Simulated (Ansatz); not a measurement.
# BBrH₄Si, SMILES B[SiH2]Br: a comparison of dispersion corrections

Program: Ansatz's Python interface.

Notebook, run cell by cell (the value of a cell's last expression is shown):

In [1]:
```python
import ansatz as az
from ase import Atoms
```

In [2]:
```python
BASIS = "def2-SVP"
```

In [3]:
```python
atoms = Atoms(["B", "Si", "Br", "H", "H", "H", "H"], positions=[
    [-0.9246, 0.0903, -0.6755],
    [0.6196, 0.0718, 0.4118],
    [0.9795, -2.0498, 1.043],
    [-1.4956, -0.847, -0.9212],
    [-1.3457, 1.1582, -1.1442],
    [0.4309, 0.9359, 1.599],
    [1.7971, 0.5726, -0.3585],
])
molecule = az.Crystal.molecule_from_ase(atoms)
```

In [4]:
```python
calculation = molecule.calculation().basis(gaussian=BASIS)
for name in ["blyp", "pbe"]:
    for correction in ("d3bj", "d4"):
        report = calculation.functional(name, dispersion=correction).run().report
        print(f"{name:8s} {correction:5s} total {report['free_energy_ev']:.5f} eV, of which dispersion {1000 * report['dispersion']['energy']['ev']:.2f} meV")
```
```text
blyp     d3bj  total -78653.60934 eV, of which dispersion -333.19 meV
blyp     d4    total -78653.57933 eV, of which dispersion -303.17 meV
pbe      d3bj  total -78637.50765 eV, of which dispersion -145.66 meV
pbe      d4    total -78637.50109 eV, of which dispersion -139.09 meV
```

Total energies depend on the basis set; only differences at equal settings carry meaning. The geometry is a force-field or estimated start, not a minimum of this method, and the basis set is short of its limit. D4 holds the three-body term, and d3bj doesn't. Run time: 7.7 s on 1 thread of Arm Neoverse V1, with other jobs on the host, peak memory 0.19 GiB.
